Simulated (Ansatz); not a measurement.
# Rb: the crystal squeezed far

The task here is to estimate one member of a computed series from the others.

Method: DFT PBEsol, with the methods named in each step, in Ansatz 0.2.0.

**The system as given**

Symmetry: Fd-3m, No. 227, cubic system. The conventional cell has a = 9.550 Å, b = 9.550 Å, c = 9.550 Å, α = 90.00°, β = 90.00°, γ = 90.00°. Rb (site symmetry -43m) has 4 Rb at 4.14 Å in its first shell of neighbours.

Structure file:

```
CELL_PARAMETERS angstrom
0.00000 4.77510 4.77510
4.77510 0.00000 4.77510
4.77510 4.77510 0.00000
ATOMIC_POSITIONS crystal
Rb 0.87500 0.87500 0.87500
Rb 0.12500 0.12500 0.12500
```

Whether this phase is the stable one at these pressures isn't tested.

Atoms are numbered in the order of the input: Rb1, Rb2.

The first run:

Contents of input.yaml:

```yaml
crystal:
  lattice:
    - [0.0, 4.7751025626, 4.7751025626]
    - [4.7751025626, 0.0, 4.7751025626]
    - [4.7751025626, 4.7751025626, 0.0]
  atoms:
    - { symbol: Rb, position: [-0.125, -0.125, -0.125] }
    - { symbol: Rb, position: [0.125, 0.125, 0.125] }
kpoints:
  mp_grid: { grid: [8, 8, 8] }
scf:
  occupations: { method: fermi_dirac, width: 0.05 }
hamiltonian:
  xc: pbesol
  pseudopotentials: { kind: paw }
output:
  forces: true
  stress: true
  write_density: true
  write_potential: true
  elf: true
  volumetric_format: npy
relax:
  f_tol: 0.005
  max_steps: 40
  cell: {}
```

Launch:

```sh
$ ansatz run input.yaml --threads 1 --pin off --max-ram 2048MiB --backend cpu --events-out ev --progress --plain --runs-dir out
```

Steps of the session up to this table: Cell relaxed at zero pressure, PAW; Volume scaled by 1, PAW; Volume scaled by 1, PAW (cutoff 300 eV); Volume scaled by 0.9, PAW; Volume scaled by 0.8, PAW; Volume scaled by 0.8, PAW (cutoff 800 eV); Volume scaled by 0.7, PAW; Volume scaled by 0.7, PAW (cutoff 600 eV); Volume scaled by 0.6, PAW; Volume scaled by 0.6, PAW (source ansatz); Volume scaled by 0.5, PAW; Volume scaled by 0.4, PAW; Volume scaled by 0.4, PAW (cutoff 300 eV).

One table of the session follows, with a row left open; its other results are not shown here.

| method | volume over the first | volume (Å³/atom) | pressure (GPa) |
| --- | --- | --- | --- |
| PAW | 1 | 130.127 | 0.01 |
| PAW | 0.9 | 117.114 | 0.14 |
| PAW | 0.8 | 104.101 | 0.35 |
| PAW | 0.7 | 91.089 | 0.68 |
| PAW | 0.6 | 78.076 | 1.22 |
| PAW | 0.5 | ? | ? |
| PAW | 0.4 | 52.051 | 3.91 |
| PAW (cutoff 300 eV) | 1 | 130.127 | 0.01 |
| PAW (cutoff 300 eV) | 0.4 | 52.051 | 3.91 |
| PAW (cutoff 600 eV) | 0.7 | 91.089 | 0.68 |
| PAW (cutoff 800 eV) | 0.8 | 104.101 | 0.35 |
| PAW (source ansatz) | 0.6 | 78.076 | 1.22 |

**Question.** Estimate the row for PAW, 0.5.

As computed: volume (Å³/atom): 65.063; pressure (GPa): 2.14. In the column «volume (Å³/atom)» it lies between PAW (cutoff 300 eV), 0.4 (52.051) and PAW, 0.6 (78.076).

Limits of these values: Warnings in the runs' records: cutoff below recommended.
